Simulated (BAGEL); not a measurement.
**B2H2S2O (SMILES SB1OBS1): HF/3-21G (density fitting with qzvpp-jkfit)**

Aim: the vertical singlet–triplet gap of B2H2S2O at HF/3-21G (density fitting with qzvpp-jkfit), from 2 runs. 

Program for the calculation: BAGEL 1.2.2.

2 further runs of the same task are left out: 2 set aside as unsound or not needed.

## Step 1: Starting point

The species is B2H2S2O (7 atoms), meant as a singlet with charge 0. As SMILES, `SB1OBS1`. The coordinates come from a PBE0-D4/def2-TZVP relaxation. This is one conformer, not always the lowest.

Bond lengths: S1–B2 1.781 Å, B2–O3 1.394 Å, O3–B4 1.387 Å, B2–S5 1.841 Å, B4–S5 1.832 Å, S1–H6 1.345 Å, B4–H7 1.189 Å. Angles: S1–B2–O3 127.3°, S1–B2–S5 130.2°, O3–B2–S5 102.6°, B2–O3–B4 89.7°, O3–B4–S5 103.3°, B2–S5–B4 64.5°, B2–S1–H6 94.6°, O3–B4–H7 125.5°, S5–B4–H7 131.2°.

## Step 2: A single-point energy at HF/3-21G (density fitting with qzvpp-jkfit)

hf.json

```json
{ "bagel": [

{
  "title": "molecule",
  "basis": "3-21g",
  "df_basis": "qzvpp-jkfit",
  "angstrom": true,
  "geometry": [
    { "atom": "S", "xyz": [      -1.594700,       0.794600,       1.402500 ] },
    { "atom": "B", "xyz": [      -0.211900,       0.312100,       0.389500 ] },
    { "atom": "O", "xyz": [      -0.181400,      -0.697300,      -0.571400 ] },
    { "atom": "B", "xyz": [       1.146800,      -0.395600,      -0.834200 ] },
    { "atom": "S", "xyz": [       1.501400,       0.981700,       0.321000 ] },
    { "atom": "H", "xyz": [      -2.432400,      -0.120800,       0.882800 ] },
    { "atom": "H", "xyz": [       1.833600,      -0.942500,      -1.636000 ] }
  ]
},

{ "title": "hf", "charge": 0 },

{ "title": "print", "file": "orbitals.molden", "orbitals": true }

]}
```

On the command line:

```
$ BAGEL_NUM_THREADS=1 BAGEL hf.json > hf.out
```

Output:

```text
* using 1 threads per process

  ===============================================================
  ===============================================================

  *** Geometry ***

  { "atom" : "S", "xyz" : [     -3.013546,      1.501576,      2.650341 ] },
  { "atom" : "B", "xyz" : [     -0.400433,      0.589784,      0.736048 ] },
  { "atom" : "O", "xyz" : [     -0.342796,     -1.317706,     -1.079790 ] },
  { "atom" : "B", "xyz" : [      2.167138,     -0.747576,     -1.576410 ] },
  { "atom" : "S", "xyz" : [      2.837235,      1.855144,      0.606602 ] },
  { "atom" : "H", "xyz" : [     -4.596570,     -0.228279,      1.668250 ] },
  { "atom" : "H", "xyz" : [      3.465002,     -1.781067,     -3.091592 ] },

  Number of auxiliary basis functions:      519

  Since a DF basis is specified, we compute 2- and 3-index integrals:
    o Being stored without compression. Storage requirement is 0.013 GB

  Number of basis functions:       57
  Number of electrons      :       52

    * METHOD: MOLECULE                             0.21

  *** RHF ***

  === Nuclear Repulsion ===
   231.6052928254

      * DIIS with orbital gradients will be used.

  === RHF iteration (3-21g) ===
      0       -915.79944959          0.02085029           0.06
      1       -915.90058873          0.01344305           0.05
      2       -915.93554279          0.00166003           0.05
      3       -915.93684337          0.00061672           0.05
      4       -915.93703410          0.00011372           0.05
      5       -915.93704743          0.00002996           0.05
      6       -915.93704855          0.00000900           0.05
      7       -915.93704863          0.00000274           0.06
      8       -915.93704864          0.00000094           0.05
      9       -915.93704864          0.00000033           0.06
     10       -915.93704864          0.00000017           0.05
     11       -915.93704864          0.00000003           0.04
     12       -915.93704864          0.00000001           0.05
     13       -915.93704864          0.00000000           0.06
    * SCF iteration converged.

    * Permanent dipole moment:
           (    0.262991,     0.536533,     0.399707) a.u.

    * METHOD: HF                                   0.86

    * METHOD: PRINT                                0.01

  ===============================================================
```

It took 1.4 s on 1 thread of Intel Xeon Platinum 8488C (Sapphire Rapids), shared host; peak memory 0.098 GiB.

## Step 3: The triplet, same level

calc.json

```json
{ "bagel": [

{
  "title": "molecule",
  "basis": "3-21g",
  "df_basis": "qzvpp-jkfit",
  "angstrom": "true",
  "geometry": [
    { "atom": "S", "xyz": [   -1.594700,    0.794600,    1.402500 ] },
    { "atom": "B", "xyz": [   -0.211900,    0.312100,    0.389500 ] },
    { "atom": "O", "xyz": [   -0.181400,   -0.697300,   -0.571400 ] },
    { "atom": "B", "xyz": [    1.146800,   -0.395600,   -0.834200 ] },
    { "atom": "S", "xyz": [    1.501400,    0.981700,    0.321000 ] },
    { "atom": "H", "xyz": [   -2.432400,   -0.120800,    0.882800 ] },
    { "atom": "H", "xyz": [    1.833600,   -0.942500,   -1.636000 ] }
  ]
},
{ "title": "uhf", "nopen": 2 },
{ "title": "print", "file": "orbitals.molden", "orbitals": "true" }

]}
```

On the command line:

```
$ BAGEL_NUM_THREADS=1 BAGEL calc.json > calc.out
```

Output:

```text
* using 1 threads per process

  ===============================================================
  ===============================================================

  *** Geometry ***

  { "atom" : "S", "xyz" : [     -3.013546,      1.501576,      2.650341 ] },
  { "atom" : "B", "xyz" : [     -0.400433,      0.589784,      0.736048 ] },
  { "atom" : "O", "xyz" : [     -0.342796,     -1.317706,     -1.079790 ] },
  { "atom" : "B", "xyz" : [      2.167138,     -0.747576,     -1.576410 ] },
  { "atom" : "S", "xyz" : [      2.837235,      1.855144,      0.606602 ] },
  { "atom" : "H", "xyz" : [     -4.596570,     -0.228279,      1.668250 ] },
  { "atom" : "H", "xyz" : [      3.465002,     -1.781067,     -3.091592 ] },

  Number of auxiliary basis functions:      519

  Since a DF basis is specified, we compute 2- and 3-index integrals:
    o Being stored without compression. Storage requirement is 0.013 GB

  Number of basis functions:       57
  Number of electrons      :       52

    * METHOD: MOLECULE                             0.22

  *** Open-shell HF ***

  === Nuclear Repulsion ===
   231.6052928254

      * DIIS with orbital gradients will be used.

  === UHF iteration (3-21g) ===
      0       -915.54019093          0.04410829           0.12
      1       -915.64622086          0.03704134           0.10
      2       -915.69167204          0.02680498           0.09
      3       -915.73594119          0.00304322           0.09
      4       -915.74309145          0.00207881           0.10
      5       -915.74784759          0.00108740           0.09
      6       -915.74885388          0.00045295           0.09
      7       -915.74913106          0.00023564           0.10
      8       -915.74925122          0.00017462           0.10
      9       -915.74930774          0.00014249           0.10
     10       -915.74936151          0.00011938           0.09
     11       -915.74947344          0.00009048           0.09
     12       -915.74957257          0.00006630           0.09
     13       -915.74957470          0.00003177           0.10
     14       -915.74958110          0.00001787           0.10
     15       -915.74958197          0.00001691           0.11
     16       -915.74958241          0.00000324           0.09
     17       -915.74958245          0.00000199           0.09
     18       -915.74958249          0.00000136           0.09
     19       -915.74958251          0.00000052           0.09
     20       -915.74958251          0.00000030           0.09
     21       -915.74958251          0.00000019           0.09
     22       -915.74958251          0.00000015           0.09
     23       -915.74958251          0.00000009           0.09
     24       -915.74958251          0.00000006           0.09
     25       -915.74958251          0.00000005           0.09
     26       -915.74958251          0.00000004           0.09
     27       -915.74958251          0.00000002           0.09
     28       -915.74958251          0.00000001           0.09
     29       -915.74958251          0.00000001           0.09
    * SCF iteration converged.

    * S^2 (UHF) is 2.0150

    * Permanent dipole moment:
           (    0.013818,    -0.629071,    -0.596843) a.u.

    * METHOD: UHF                                  2.99

    * METHOD: PRINT                                0.01

  ===============================================================
```

Wall time 3.6 s (1 thread of Intel Xeon Platinum 8488C (Sapphire Rapids), shared host); peak memory 0.098 GiB.

## Step 4: What came out

At HF/3-21G (density fitting with qzvpp-jkfit):

```
                                        quantity          value
                           singlet: total energy  -915.93705 Eh
                          singlet: dipole moment         1.83 D
                            singlet: HOMO energy      -10.90 eV
                            singlet: LUMO energy        2.12 eV
                          singlet: HOMO–LUMO gap       13.02 eV
                           triplet: total energy  -915.74958 Eh
                          triplet: dipole moment         2.20 D
                                   triplet: ⟨S²⟩          2.015
vertical energy of the triplet above the singlet       5.101 eV
```

In words: At this shape the triplet lies 5.10 eV (118 kcal/mol) above the singlet.
